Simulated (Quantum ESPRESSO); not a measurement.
Crystal: HfIn4SiO6.

```xyz
12
Lattice="5.2774 0.0000 0.0000 -2.6387 4.5704 0.0000 0.0000 0.0000 10.5590" Properties=species:S:1:pos:R:3 pbc="T T T"
Hf    0.0000    0.0000    0.0000
In    0.0000    3.0469    3.2148
In    0.0000    3.0469    7.3442
In    2.6387    1.5234    8.3331
In    2.6387    1.5234    2.2260
Si    0.0000    3.0469    0.0000
O     0.6361    1.6984    9.5002
O     1.4859    3.1703    1.0589
O     0.8498    4.2720    9.5002
O    -0.6360    1.6984    1.0589
O    -1.4858    3.1703    9.5002
O    -0.8498    4.2720    1.0589
```

The cell was built by a generator and needn't be a form met in nature.

Base run:

| Property | Result |
| --- | --- |
| Program | Quantum ESPRESSO 7.5 |
| Functional | PBEsol |
| Potentials or basis | SG15 PBE 1.2 |
| Cutoff | 1197 eV |
| Density cutoff | 4789 eV |
| k mesh | 4 × 4 × 2 |
| Occupations | fermi-dirac, width 0.05 eV |
| Spin | no spin polarisation |

Its results: band gap on the k mesh 0.31 eV, indirect (least direct gap 1.64 eV); pressure -2.5 GPa; largest force 0.267 eV/Å.

Problem. The run is repeated on the same cell with these changes: functional from PBEsol to PBE. What comes out?

Solution. Band gap on the k mesh 0.34 eV, indirect (least direct gap 1.69 eV); pressure 0.2 GPa; largest force 0.049 eV/Å.

PBE binds less tightly than PBEsol, so the same cell stands under more pressure.

Caveats: some levels on the path didn't converge; spin-orbit coupling is left out, which moves the levels of the heavy elements; the mesh misses the band edges, which the band path finds closer together; the potentials were made for another functional, which shifts forces and pressure (some runs).
